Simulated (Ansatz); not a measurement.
# GeB18N17: the cost of one run

Method: DFT, PBE, plane-wave PAW, default files, scalar-relativistic, in Ansatz 0.2.0.

The COD entry's cell or inner coordinates are ideal or old and differ from later refinements, so a difference from it is no clean test against experiment.

## Step 1: The structure to begin with

Symmetry: P-6m2, No. 187, hexagonal system. Conventional cell: a = 7.495 Å, b = 7.495 Å, c = 6.636 Å, α = 90.00°, β = 90.00°, γ = 120.00°. B (site symmetry -6m2) has 3 N at 1.44 Å as nearest neighbours. B (site symmetry m) has 3 N at 1.44 Å as nearest neighbours. B (site symmetry mm2) is surrounded by 2 N at 1.44 Å and 1 Ge at 1.44 Å. B (site symmetry mm2) has 3 N at 1.44 Å as nearest neighbours. Ge (site symmetry -6m2) has 3 B at 1.44 Å as nearest neighbours. Only part of the 14 independent sites is listed.

Coordinates:

```cif
data_structure
_symmetry_space_group_name_H-M 'P 1'
_symmetry_Int_Tables_number 1
_cell_length_a 7.4947
_cell_length_b 7.4947
_cell_length_c 6.6357
_cell_angle_alpha 90.000
_cell_angle_beta 90.000
_cell_angle_gamma 120.000
_cell_volume 322.80
loop_
_atom_site_label
_atom_site_type_symbol
_atom_site_fract_x
_atom_site_fract_y
_atom_site_fract_z
_atom_site_occupancy
B1 B 0.11111 0.22222 0.25000 1
B2 B 0.11111 0.55556 0.25000 1
B3 B 0.11111 0.88889 0.25000 1
B4 B 0.44444 0.22222 0.25000 1
B5 B 0.44444 0.55556 0.25000 1
B6 B 0.44444 0.88889 0.25000 1
B7 B 0.77778 0.22222 0.25000 1
B8 B 0.77778 0.55556 0.25000 1
B9 B 0.77778 0.88889 0.25000 1
B10 B 0.22222 0.11111 0.75000 1
B11 B 0.22222 0.44444 0.75000 1
B12 B 0.22222 0.77778 0.75000 1
B13 B 0.55556 0.11111 0.75000 1
B14 B 0.55556 0.44444 0.75000 1
B15 B 0.55556 0.77778 0.75000 1
B16 B 0.88889 0.11111 0.75000 1
B17 B 0.88889 0.44444 0.75000 1
B18 B 0.88889 0.77778 0.75000 1
Ge1 Ge 0.11111 0.22222 0.75000 1
N1 N 0.11111 0.55556 0.75000 1
N2 N 0.11111 0.88889 0.75000 1
N3 N 0.44444 0.22222 0.75000 1
N4 N 0.44444 0.55556 0.75000 1
N5 N 0.44444 0.88889 0.75000 1
N6 N 0.77778 0.22222 0.75000 1
N7 N 0.77778 0.55556 0.75000 1
N8 N 0.77778 0.88889 0.75000 1
N9 N 0.22222 0.11111 0.25000 1
N10 N 0.22222 0.44444 0.25000 1
N11 N 0.22222 0.77778 0.25000 1
N12 N 0.55556 0.11111 0.25000 1
N13 N 0.55556 0.44444 0.25000 1
N14 N 0.55556 0.77778 0.25000 1
N15 N 0.88889 0.11111 0.25000 1
N16 N 0.88889 0.44444 0.25000 1
N17 N 0.88889 0.77778 0.25000 1
```

Atom 19 of the input is the impurity.

## Step 2: Gradients at the starting positions

input.yaml

```yaml
crystal:
  lattice:
    - [7.49472, 0.0, 0.0]
    - [-3.74736, 6.4906179144, 0.0]
    - [0.0, 0.0, 6.6357]
  atoms:
    - { symbol: B, position: [0.1111111111, 0.2222222222, 0.25] }
    - { symbol: B, position: [0.1111111111, 0.5555555556, 0.25] }
    - { symbol: B, position: [0.1111111111, 0.8888888889, 0.25] }
    - { symbol: B, position: [0.4444444444, 0.2222222222, 0.25] }
    - { symbol: B, position: [0.4444444444, 0.5555555556, 0.25] }
    - { symbol: B, position: [0.4444444444, 0.8888888889, 0.25] }
    - { symbol: B, position: [0.7777777778, 0.2222222222, 0.25] }
    - { symbol: B, position: [0.7777777778, 0.5555555556, 0.25] }
    - { symbol: B, position: [0.7777777778, 0.8888888889, 0.25] }
    - { symbol: B, position: [0.2222222222, 0.1111111111, 0.75] }
    - { symbol: B, position: [0.2222222222, 0.4444444444, 0.75] }
    - { symbol: B, position: [0.2222222222, 0.7777777778, 0.75] }
    - { symbol: B, position: [0.5555555556, 0.1111111111, 0.75] }
    - { symbol: B, position: [0.5555555556, 0.4444444444, 0.75] }
    - { symbol: B, position: [0.5555555556, 0.7777777778, 0.75] }
    - { symbol: B, position: [0.8888888889, 0.1111111111, 0.75] }
    - { symbol: B, position: [0.8888888889, 0.4444444444, 0.75] }
    - { symbol: B, position: [0.8888888889, 0.7777777778, 0.75] }
    - { symbol: Ge, position: [0.1111111111, 0.2222222222, 0.75] }
    - { symbol: "N", position: [0.1111111111, 0.5555555556, 0.75] }
    - { symbol: "N", position: [0.1111111111, 0.8888888889, 0.75] }
    - { symbol: "N", position: [0.4444444444, 0.2222222222, 0.75] }
    - { symbol: "N", position: [0.4444444444, 0.5555555556, 0.75] }
    - { symbol: "N", position: [0.4444444444, 0.8888888889, 0.75] }
    - { symbol: "N", position: [0.7777777778, 0.2222222222, 0.75] }
    - { symbol: "N", position: [0.7777777778, 0.5555555556, 0.75] }
    - { symbol: "N", position: [0.7777777778, 0.8888888889, 0.75] }
    - { symbol: "N", position: [0.2222222222, 0.1111111111, 0.25] }
    - { symbol: "N", position: [0.2222222222, 0.4444444444, 0.25] }
    - { symbol: "N", position: [0.2222222222, 0.7777777778, 0.25] }
    - { symbol: "N", position: [0.5555555556, 0.1111111111, 0.25] }
    - { symbol: "N", position: [0.5555555556, 0.4444444444, 0.25] }
    - { symbol: "N", position: [0.5555555556, 0.7777777778, 0.25] }
    - { symbol: "N", position: [0.8888888889, 0.1111111111, 0.25] }
    - { symbol: "N", position: [0.8888888889, 0.4444444444, 0.25] }
    - { symbol: "N", position: [0.8888888889, 0.7777777778, 0.25] }
total_charge: -1
kpoints:
  mp_grid: { grid: [3, 3, 3] }
scf:
  occupations: { method: fermi_dirac, width: 0.01 }
hamiltonian:
  xc: pbe
  pseudopotentials: { kind: paw }
output:
  forces: true
  stress: true
  populations: true
  efg:
    quadrupole_moments_barn: { B: 0.04059, Ge: -0.196, "N": 0.02044 }
    contact_densities: true
```

On the command line:

```sh
$ ansatz run input.yaml --threads 1 --pin off --max-ram 2560MiB --backend cpu --events-out ev --progress --plain --runs-dir out
```

Q: Estimate wall time and peak memory on 1 thread of Arm Neoverse V1, shared host.

About 41 s, with a peak of 0.64 GiB.
